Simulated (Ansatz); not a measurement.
**GeEtH3 (C2H8Ge): structure and electronic state**

Aim: characterise GeEtH3 (C2H8Ge) as a singlet: its structure, frontier levels and distribution of charge.

The runs use Ansatz 0.2.0, Gaussian basis; RKS PBE0-D4/def2-TZVP.

The runs, in order: relaxation at B3LYP-D4/def2-SVP; a search for the lowest solution at PBE0-D4/def2-SVP; a single point at PBE0-D4/def2-TZVP; harmonic vibrations at B3LYP-D4/def2-SVP.

## Step 1: Where the work starts

11 atoms, charge 0, spin multiplicity 1.

Atoms are counted from 1 here; the program's logs count them from 0.

Bond lengths: Ge1–C2 1.974 Å, Ge1–H9 1.495 Å, Ge1–H10 1.496 Å, Ge1–H11 1.496 Å, C2–C3 1.524 Å, C2–H4 1.092 Å, C2–H5 1.092 Å, C3–H6 1.089 Å, C3–H7 1.089 Å, C3–H8 1.089 Å. Angles: C2–Ge1–H9 111.4°, C2–Ge1–H10 111.5°, C2–Ge1–H11 111.9°, H9–Ge1–H10 106.9°, H9–Ge1–H11 107.5°, H10–Ge1–H11 107.4°, Ge1–C2–C3 112.4°, Ge1–C2–H4 109.1°, Ge1–C2–H5 108.9°, C3–C2–H4 109.7°, C3–C2–H5 109.7°, H4–C2–H5 106.7°, C2–C3–H6 111.0°, C2–C3–H7 110.5°, C2–C3–H8 110.6°, H6–C3–H7 108.3°, H6–C3–H8 108.3°, H7–C3–H8 108.0°.

Geometry (Å):

```xyz
11
C2H8Ge
Ge   -0.3062   -0.4204   -1.4183
C    -0.2859   -0.4209    0.5553
C     0.5228    0.7359    1.1290
H     0.1249   -1.3685    0.9086
H    -1.3139   -0.3686    0.9198
H     0.5106    0.7176    2.2176
H     1.5584    0.6787    0.7974
H     0.1154    1.6899    0.7982
H     1.0800   -0.4423   -1.9790
H    -0.9733    0.8046   -1.9586
H    -1.0328   -1.6060   -1.9701
```

The start is a GFN2-xTB geometry.

## Step 2: Relaxation at B3LYP-D4/def2-SVP

Input file in.yaml:

```yaml
crystal:
  periodic: [false, false, false]
  atoms:
    - {symbol: Ge, position_ang: [-0.306200, -0.420350, -1.418310]}
    - {symbol: C, position_ang: [-0.285890, -0.420910, 0.555320]}
    - {symbol: C, position_ang: [0.522830, 0.735910, 1.128980]}
    - {symbol: H, position_ang: [0.124860, -1.368480, 0.908590]}
    - {symbol: H, position_ang: [-1.313900, -0.368580, 0.919850]}
    - {symbol: H, position_ang: [0.510570, 0.717580, 2.217650]}
    - {symbol: H, position_ang: [1.558410, 0.678720, 0.797450]}
    - {symbol: H, position_ang: [0.115420, 1.689880, 0.798180]}
    - {symbol: H, position_ang: [1.079990, -0.442340, -1.979020]}
    - {symbol: H, position_ang: [-0.973280, 0.804620, -1.958570]}
    - {symbol: H, position_ang: [-1.032810, -1.606050, -1.970130]}
basis:
  gaussian: {orbitals: def2-SVP}
hamiltonian: {xc: {name: B3LYP}, dispersion: d4}
scf: {omitted_lower_state_checks: [starts]}
output: {orbitals: {seedname: orbitals}}
relax: {f_tol: 0.02, max_steps: 100}
```

Run with:

```
$ ansatz run in.yaml --threads 4 --pin off --events-out ev --progress --plain --max-ram 3916MiB
```

The log of the run, shortened:

```text
Functional definition: B3LYP
  name "B3LYP"
  cite "Stephens, Devlin, Chabalowski & Frisch, J. Phys. Chem. 98, 11623 (1994) doi:10.1021/j100096a001"
  cite "Becke, Phys. Rev. A 38, 3098 (1988) doi:10.1103/PhysRevA.38.3098"
  cite "Lee, Yang & Parr, Phys. Rev. B 37, 785 (1988) doi:10.1103/PhysRevB.37.785"
  cite "Vosko, Wilk & Nusair, Can. J. Phys. 58, 1200 (1980) doi:10.1139/p80-159"
[...]
1110 factors; integrals over basis functions are off by at most 4.3e-4 eV
[...]
mean field -58715.29267691 eV, -2157.7472072218 hartree, gradient 3.0e-5 eV, S^2 0.000000; 0 other end points of the search recorded, 0 dependent functions left out
[...]
reference -58715.29292555 eV, -2157.7472163589 hartree; 26, 26 occupied and 74, 74 virtual orbitals, 1110 factors
relax step   1: F+E_penalty+E_count = -58715.57777169 eV  Δ(F+E_penalty+E_count) = +0.000e0 eV  max|allowed force component| = 9.224e-1 eV/Å  Δτ_max = 0.0000 Å  (22 SCF iters, accepted)
[...]
relax step   3: F+E_penalty+E_count = -58715.67407535 eV  Δ(F+E_penalty+E_count) = -4.960e-3 eV  max|allowed force component| = 5.777e-2 eV/Å  Δτ_max = 0.0238 Å  (24 SCF iters, accepted)
[...]
relax step   4: F+E_penalty+E_count = -58715.67449076 eV  Δ(F+E_penalty+E_count) = -4.154e-4 eV  max|allowed force component| = 1.456e-2 eV/Å  Δτ_max = 0.0067 Å  (21 SCF iters, accepted)
[...]
1110 factors; integrals over basis functions are off by at most 4.3e-4 eV
[...]
mean field -58715.39112563 eV, -2157.7508251455 hartree, gradient 1.1e-5 eV, S^2 0.000000; 0 other end points of the search recorded, 0 dependent functions left out
[...]
reference -58715.39137595 eV, -2157.7508343443 hartree; 26, 26 occupied and 74, 74 virtual orbitals, 1110 factors
Total energy: -58715.67474107 eV, -2157.7612478207 hartree
Atom 0 at    -0.312573    -0.430349    -1.429911 Å, force     0.003357     0.004651    -0.001141 eV/Å
Atom 1 at    -0.281665    -0.416675     0.545033 Å, force     0.010610     0.014222     0.007422 eV/Å
Atom 2 at     0.525429     0.743539     1.136476 Å, force    -0.011144    -0.014003    -0.014563 eV/Å
Atom 3 at     0.125701    -1.386186     0.877608 Å, force    -0.000079    -0.000069    -0.002098 eV/Å
Atom 4 at    -1.328041    -0.383468     0.892393 Å, force     0.001295    -0.003227    -0.001682 eV/Å
Atom 5 at     0.515852     0.723089     2.239192 Å, force    -0.001008    -0.001252    -0.002141 eV/Å
Atom 6 at     1.580099     0.707905     0.816916 Å, force    -0.001811     0.002823     0.002861 eV/Å
Atom 7 at     0.122274     1.720998     0.823493 Å, force    -0.000291    -0.001105     0.003377 eV/Å
Atom 8 at     1.132063    -0.465640    -1.979937 Å, force    -0.003608    -0.003719    -0.000255 eV/Å
Atom 9 at    -1.001417     0.849042    -1.958392 Å, force     0.003495    -0.002164     0.000807 eV/Å
Atom 10 at    -1.077720    -1.662256    -1.962882 Å, force    -0.000815     0.003844     0.007413 eV/Å
Dipole moment:     0.001205    -0.001209     0.170358 e Å
Checks for a lower state left out: starts
```

It took 12 s on 4 threads of Intel Xeon at 2.50GHz, shared host.

Relaxation path:

| step | energy from step 1 (eV) | largest force component (eV/Å) |
| --- | --- | --- |
| 1 | 0.0000 | 0.9224 |
| 2 | -0.0913 | 0.2098 |
| 3 | -0.0963 | 0.0578 |
| 4 | -0.0967 | 0.0146 |

Close pairs (by a distance rule), those that changed most:

| bond | before (Å) | after (Å) | change (Å) |
| --- | --- | --- | --- |
| Ge1–H9 | 1.495 | 1.546 | +0.051 |
| Ge1–H10 | 1.496 | 1.546 | +0.050 |
| Ge1–H11 | 1.496 | 1.545 | +0.049 |
| C3–H6 | 1.089 | 1.103 | +0.014 |
| C3–H8 | 1.089 | 1.103 | +0.014 |
| C3–H7 | 1.089 | 1.103 | +0.014 |
| C2–H4 | 1.092 | 1.103 | +0.011 |
| C2–H5 | 1.092 | 1.103 | +0.011 |

Bonds by kind at the end (by distance):

| bond | count | shortest (Å) | longest (Å) |
| --- | --- | --- | --- |
| C–Ge | 1 | 1.975 | 1.975 |
| C–C | 1 | 1.532 | 1.532 |
| C–H | 5 | 1.103 | 1.103 |
| Ge–H | 3 | 1.545 | 1.546 |

## Step 3: Searching for the lowest solution, PBE0-D4/def2-SVP

start.molden holds the orbitals of an earlier run on this state, given as this run's starting guess.

Input file in.yaml:

```yaml
crystal:
  periodic: [false, false, false]
  atoms:
    - {symbol: Ge, position_ang: [-0.312573, -0.430349, -1.429911]}
    - {symbol: C, position_ang: [-0.281665, -0.416675, 0.545033]}
    - {symbol: C, position_ang: [0.525429, 0.743539, 1.136476]}
    - {symbol: H, position_ang: [0.125701, -1.386186, 0.877608]}
    - {symbol: H, position_ang: [-1.328041, -0.383468, 0.892393]}
    - {symbol: H, position_ang: [0.515852, 0.723089, 2.239192]}
    - {symbol: H, position_ang: [1.580099, 0.707905, 0.816916]}
    - {symbol: H, position_ang: [0.122274, 1.720998, 0.823493]}
    - {symbol: H, position_ang: [1.132063, -0.465640, -1.979937]}
    - {symbol: H, position_ang: [-1.001417, 0.849042, -1.958392]}
    - {symbol: H, position_ang: [-1.077720, -1.662256, -1.962882]}
basis:
  gaussian: {orbitals: def2-SVP, initial_orbitals: start.molden}
hamiltonian: {xc: pbe0, dispersion: d4}
output: {orbitals: {seedname: orbitals}}
```

Same command.

The log of the run:

```text
Functional definition: PBE0
  name "PBE0"
  cite "Adamo & Barone, J. Chem. Phys. 110, 6158 (1999) doi:10.1063/1.478522"
  cite "Perdew, Burke & Ernzerhof, Phys. Rev. Lett. 77, 3865 (1996) doi:10.1103/PhysRevLett.77.3865"
  parent pbe
  parameter a = 0.25
  parameter kappa = 0.804
  parameter beta = 0.06672455060314922
  exchange = (1 - a)*pbe_x(kappa = kappa, mu = beta*pi^2/3) + a*exact_x
  correlation = pbe_c(beta = beta)
1170 factors; their error is unknown
mean field evaluation 1: about -58703.9190 eV, gradient 3.2e0 eV
mean field evaluation 2: about -58703.9463 eV, gradient 2.3e-2 eV
mean field evaluation 4: about -58704.0780 eV, gradient 6.6e-5 eV
mean field evaluation 8: about -58703.9128 eV, gradient 3.5e0 eV
mean field evaluation 16: about -58704.0780 eV, gradient 4.5e-4 eV
mean field -58704.07803387 eV, -2157.3350766916 hartree, gradient 7.3e-5 eV, S^2 0.000000; 1 other end points of the search recorded, 0 dependent functions left out
reference -58704.07806196 eV, -2157.3350777236 hartree; 26, 26 occupied and 74, 74 virtual orbitals, 1170 factors
Total energy: -58704.22584623 eV, -2157.3405086955 hartree
```

It took 2.1 s on 4 threads of Intel Xeon at 2.50GHz, shared host.

From the report: HOMO -8.27 eV, LUMO 1.23 eV.

## Step 4: Single point, PBE0-D4/def2-TZVP

Edit in.yaml of step 3 so:

```diff
@@ -15,4 +15,5 @@
 basis:
-  gaussian: {orbitals: def2-SVP, initial_orbitals: start.molden}
+  gaussian: {orbitals: def2-TZVP, initial_orbitals: start.molden}
 hamiltonian: {xc: pbe0, dispersion: d4}
+scf: {omitted_lower_state_checks: [starts]}
 output: {orbitals: {seedname: orbitals}}
```

Same command.

The log of the run:

```text
Functional definition: PBE0
  name "PBE0"
  cite "Adamo & Barone, J. Chem. Phys. 110, 6158 (1999) doi:10.1063/1.478522"
  cite "Perdew, Burke & Ernzerhof, Phys. Rev. Lett. 77, 3865 (1996) doi:10.1103/PhysRevLett.77.3865"
  parent pbe
  parameter a = 0.25
  parameter kappa = 0.804
  parameter beta = 0.06672455060314922
  exchange = (1 - a)*pbe_x(kappa = kappa, mu = beta*pi^2/3) + a*exact_x
  correlation = pbe_c(beta = beta)
these checks for a lower state are left out or cut short: starts
1113 factors; their error is unknown
mean field evaluation 1: about -58711.8621 eV, gradient 1.2e2 eV
mean field evaluation 2: about -58713.2357 eV, gradient 1.9e0 eV
mean field evaluation 4: about -58713.5060 eV, gradient 3.7e-1 eV
mean field evaluation 8: about -58713.5062 eV, gradient 8.0e-6 eV
mean field -58713.50615456 eV, -2157.6815537361 hartree, gradient 8.0e-6 eV, S^2 0.000000; 0 other end points of the search recorded, 0 dependent functions left out
reference -58713.50618626 eV, -2157.6815549013 hartree; 26, 26 occupied and 132, 132 virtual orbitals, 1113 factors
Total energy: -58713.65397054 eV, -2157.6869858732 hartree
Checks for a lower state left out: starts
```

It took 2.9 s on 4 threads of Intel Xeon at 2.50GHz, shared host.

HOMO -8.26 eV, LUMO 0.80 eV.

Mulliken charges, from this run's orbitals:

| atom | value (e) |
| --- | --- |
| Ge1 | 0.08 |
| C2 | -0.33 |
| C3 | -0.37 |
| H4 | 0.13 |
| H5 | 0.13 |
| H6 | 0.13 |
| H7 | 0.13 |
| H8 | 0.13 |
| H9 | -0.01 |
| H10 | -0.01 |
| H11 | -0.01 |

Largest Mayer bond orders: C2–C3 0.99; C3–H7 0.97; C3–H8 0.97; C3–H6 0.97; Ge1–H11 0.95; Ge1–H9 0.95; Ge1–H10 0.95; C2–H4 0.94; C2–H5 0.94; Ge1–C2 0.94.

## Step 5: Harmonic vibrations

Edit in.yaml of step 4 so:

```diff
@@ -15,5 +15,5 @@
 basis:
-  gaussian: {orbitals: def2-TZVP, initial_orbitals: start.molden}
-hamiltonian: {xc: pbe0, dispersion: d4}
+  gaussian: {orbitals: def2-SVP}
+hamiltonian: {xc: {name: B3LYP}, dispersion: d4}
 scf: {omitted_lower_state_checks: [starts]}
-output: {orbitals: {seedname: orbitals}}
+phonons: {temperatures: {t_min: 298.15, t_max: 900, t_step: 200}}
```

The command is unchanged.

The log of the run, shortened:

```text
Functional definition: B3LYP
  name "B3LYP"
  cite "Stephens, Devlin, Chabalowski & Frisch, J. Phys. Chem. 98, 11623 (1994) doi:10.1021/j100096a001"
  cite "Becke, Phys. Rev. A 38, 3098 (1988) doi:10.1103/PhysRevA.38.3098"
  cite "Lee, Yang & Parr, Phys. Rev. B 37, 785 (1988) doi:10.1103/PhysRevB.37.785"
  cite "Vosko, Wilk & Nusair, Can. J. Phys. 58, 1200 (1980) doi:10.1139/p80-159"
[...]
1111 factors; integrals over basis functions are off by at most 4.3e-4 eV
[...]
mean field -58715.39112771 eV, -2157.7508252219 hartree, gradient 3.6e-6 eV, S^2 0.000000; 0 other end points of the search recorded, 0 dependent functions left out
[...]
reference -58715.39137809 eV, -2157.7508344230 hartree; 26, 26 occupied and 74, 74 virtual orbitals, 1111 factors
[...]
1111 factors; integrals over basis functions are off by at most 4.3e-4 eV
[...]
Atom 4 at    -1.328041    -0.383468     0.892393 Å, force     0.001291    -0.003225    -0.001681 eV/Å
Atom 5 at     0.515852     0.723089     2.239192 Å, force    -0.001013    -0.001257    -0.002124 eV/Å
Atom 6 at     1.580099     0.707905     0.816916 Å, force    -0.001828     0.002816     0.002867 eV/Å
Atom 7 at     0.122274     1.720998     0.823493 Å, force    -0.000304    -0.001127     0.003375 eV/Å
Atom 8 at     1.132063    -0.465640    -1.979937 Å, force    -0.003618    -0.003716    -0.000255 eV/Å
Atom 9 at    -1.001417     0.849042    -1.958392 Å, force     0.003490    -0.002161     0.000800 eV/Å
Atom 10 at    -1.077720    -1.662256    -1.962882 Å, force    -0.000829     0.003851     0.007404 eV/Å
Dipole moment:     0.001205    -0.001209     0.170358 e Å
Vibrations: 119.42 221.13 226.64 488.77 514.34 610.91 740.55 838.52 888.24 890.67 977.45 983.77 1050.00 1245.37 1250.24 1399.61 1440.97 1474.07 1477.10 2113.68 2115.37 2120.01 3020.26 3040.61 3084.77 3094.27 3106.50 cm⁻¹, zero-point energy 2.388756 eV
Checks for a lower state left out: starts
```

It took 2 min on 4 threads of Intel Xeon at 2.50GHz, shared host.

Motions are named by where the mode's potential energy lies. The modes, unscaled (a negative number is an imaginary wavenumber):

| mode | cm⁻¹ | motion |
| --- | --- | --- |
| 1 | 119 | torsion |
| 2 | 221 | bend |
| 3 | 227 | torsion |
| 4 | 489 | bend with torsion |
| 5 | 514 | Ge–C stretch with bend |
| 6 | 611 | bend with Ge–C stretch |
| 7 | 741 | wag or twist with bend |
| 8 | 839 | bend |
| 9 | 888 | bend with wag or twist |
| 10 | 891 | bend with wag or twist |
| 11 | 977 | bend with C–C stretch |
| 12 | 984 | bend with wag or twist |
| 13 | 1050 | C–C stretch with bend |
| 14 | 1245 | bend |
| 15 | 1250 | bend |
| 16 | 1400 | bend |
| 17 | 1441 | bend |
| 18 | 1474 | bend |
| 19 | 1477 | bend |
| 20 | 2114 | Ge–H stretch |
| 21 | 2115 | Ge–H stretch |
| 22 | 2120 | Ge–H stretch |
| 23 | 3020 | C–H stretch |
| 24 | 3041 | C–H stretch |
| 25 | 3085 | C–H stretch |
| 26 | 3094 | C–H stretch |
| 27 | 3106 | C–H stretch |

## Step 6: Results

| quantity | value |
| --- | --- |
| point group | C1 |
| C–Ge bond | 1.975 Å |
| HOMO, LUMO at PBE0-D4/def2-TZVP | -8.26, 0.80 eV |
| dipole at B3LYP-D4/def2-SVP | 0.82 D |
| lowest, highest wavenumber | 119, 3106 cm⁻¹ |

In words: The molecule keeps its bonding pattern by the stored test; the atoms moved 0.04 Å (rms). All wavenumbers are real: a minimum at this level. The point group is read from a loosely relaxed geometry; soft torsions can leave it below the true symmetry.
